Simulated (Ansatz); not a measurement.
From input file to script: CH4FN3Si, SMILES N=C1N[Si]1(N)F in Ansatz 0.2.0.

```yaml
crystal:
  periodic: [false, false, false]
  atoms:
    - { symbol: "N", position_ang: [0.8448, -1.9936, -1.2192] }
    - { symbol: C, position_ang: [0.3457, -1.0036, -0.5346] }
    - { symbol: "N", position_ang: [0.2539, -0.574, 0.7107] }
    - { symbol: Si, position_ang: [-0.4566, 0.5106, -0.3635] }
    - { symbol: "N", position_ang: [0.1556, 1.8751, 0.3131] }
    - { symbol: F, position_ang: [-2.0399, 0.4214, 0.148] }
    - { symbol: H, position_ang: [0.5999, -1.8309, -2.2203] }
    - { symbol: H, position_ang: [-0.3322, -1.1066, 1.2609] }
    - { symbol: H, position_ang: [-0.3612, 2.072, 1.2297] }
    - { symbol: H, position_ang: [1.0731, 1.5785, 0.678] }
basis:
  gaussian:
    orbitals: cc-pVDZ
hamiltonian:
  xc: cam_b3lyp
relax:
  f_tol: 0.005
```

Script `run_opt.py`:
```python
# -*- coding: utf-8 -*-
"""Geometry optimisation of CH4FN3Si."""

import ansatz as az
import numpy as np
import pandas as pd

geometry = (
    az.Crystal.molecule()
    .atom("N", [0.8448, -1.9936, -1.2192])
    .atom("C", [0.3457, -1.0036, -0.5346])
    .atom("N", [0.2539, -0.574, 0.7107])
    .atom("Si", [-0.4566, 0.5106, -0.3635])
    .atom("N", [0.1556, 1.8751, 0.3131])
    .atom("F", [-2.0399, 0.4214, 0.148])
    .atom("H", [0.5999, -1.8309, -2.2203])
    .atom("H", [-0.3322, -1.1066, 1.2609])
    .atom("H", [-0.3612, 2.072, 1.2297])
    .atom("H", [1.0731, 1.5785, 0.678])
)

calculation = (
    geometry.calculation()
    .basis(gaussian="cc-pVDZ")
    .functional("CAM-B3LYP")
)
symbols = [site.symbol for site in geometry.cartesian_sites]
start = np.array([site.position_ang for site in geometry.cartesian_sites], dtype=float)
def progress(event):
    if event["event"] == "relax_step":
        row = event["data"]
        print(f"step {row['step']:3d}  E = {row['lagrangian_ev']:.6f} eV  max force {row['allowed_force_max_ev_ang']:.4f} eV/A")


r = calculation.relax(force_tolerance=0.005).session().plan().execute(on_event=progress).report
end = np.array(r["positions_ang"])

print(f"E = {r['free_energy_ev']:.6f} eV = {r['free_energy_ev'] / 27.211386246:.7f} Ha")
print("converged:", r["converged"], " doubts:", r["published_state_doubts"] or "none")

print("final positions (A) and the move of each atom")
for symbol, xyz, old in zip(symbols, end, start):
    print(f"{symbol:2s} {xyz[0]:10.5f} {xyz[1]:10.5f} {xyz[2]:10.5f}   {np.linalg.norm(xyz - old):7.4f}")

charges = r["charge_distribution"]
table = pd.DataFrame({"atom": symbols, "mulliken": charges["mulliken_charges_e"], "lowdin": charges["lowdin_charges_e"]})
print(table.round(3).to_string())
print("dipole (e A):", np.round(charges["dipole_moment_e_ang"], 4) + 0.0)
with open("ch4fn3si_opt.xyz", "w") as handle:
    handle.write(f"{len(symbols)}\nrelaxed CH4FN3Si\n")
    handle.writelines(f"{s:2s} {x:11.6f} {y:11.6f} {z:11.6f}\n" for s, (x, y, z) in zip(symbols, end))
```

`python run_opt.py` gives:
```text
step   1  E = -16162.157088 eV  max force 5.4783 eV/A
step   2  E = -16163.526671 eV  max force 2.8827 eV/A
step   3  E = -16164.160298 eV  max force 0.8708 eV/A
step   4  E = -16164.426074 eV  max force 1.0930 eV/A
step   5  E = -16164.576463 eV  max force 0.7781 eV/A
step   6  E = -16164.609420 eV  max force 1.4961 eV/A
step   7  E = -16164.620116 eV  max force 1.7981 eV/A
step   8  E = -16164.727574 eV  max force 0.5402 eV/A
step   9  E = -16164.720754 eV  max force 0.7816 eV/A
step  10  E = -16164.758179 eV  max force 0.2926 eV/A
step  11  E = -16164.752016 eV  max force 0.9613 eV/A
step  12  E = -16164.765098 eV  max force 0.0932 eV/A
step  13  E = -16164.768769 eV  max force 0.0531 eV/A
step  14  E = -16164.772360 eV  max force 0.1040 eV/A
step  15  E = -16164.752739 eV  max force 0.3497 eV/A
step  16  E = -16164.775245 eV  max force 0.0617 eV/A
step  17  E = -16164.778147 eV  max force 0.0801 eV/A
step  18  E = -16164.777411 eV  max force 0.2836 eV/A
step  19  E = -16164.779672 eV  max force 0.0401 eV/A
step  20  E = -16164.780126 eV  max force 0.0537 eV/A
step  21  E = -16164.779264 eV  max force 0.2086 eV/A
step  22  E = -16164.780374 eV  max force 0.0127 eV/A
step  23  E = -16164.780383 eV  max force 0.0395 eV/A
step  24  E = -16164.780426 eV  max force 0.0214 eV/A
step  25  E = -16164.780481 eV  max force 0.0127 eV/A
step  26  E = -16164.780508 eV  max force 0.0031 eV/A
E = -16164.780631 eV = -594.0447313 Ha
converged: True  doubts: none
final positions (A) and the move of each atom
N     0.69963   -2.01722   -1.34326    0.1924
C     0.21630   -1.10955   -0.61176    0.1842
N    -0.01926   -1.09898    0.77985    0.5958
Si   -0.52418    0.40341    0.13991    0.5191
N     0.14656    1.87404    0.66220    0.3492
F    -2.11577    0.72820   -0.02259    0.3591
H     0.73889   -1.70285   -2.31678    0.2122
H     0.12916   -1.86349    1.43580    0.9035
H    -0.33491    2.75077    0.49701    0.9991
H     1.14670    1.98457    0.78243    0.4257
  atom  mulliken  lowdin
0    N    -0.192   0.086
1    C    -0.022  -0.347
2    N    -0.196   0.205
3   Si     0.558  -0.150
4    N    -0.241   0.154
5    F    -0.298   0.058
6    H     0.093  -0.015
7    H     0.069  -0.002
8    H     0.116   0.007
9    H     0.113   0.006
dipole (e A): [0.2222 0.6764 0.214 ]
```

Caveats:
- Total energies depend on the basis set; only differences at equal settings carry meaning.
- The end point is the stationary point reached from this start; no frequency run checks that it is a minimum, and the basis set is modest.
- The Löwdin charges here are taken after orthogonalising the functions within each atom; they differ from plain Löwdin charges, and their signs can be unphysical.
- Timing: 2.5 min on 1 thread of Arm Neoverse V2 (shared host), peak memory 0.41 GiB.

(A comment or docstring line of the script was reworded after the run, the code is as it ran; lines on the test bed's own set-up are left out of the output.)
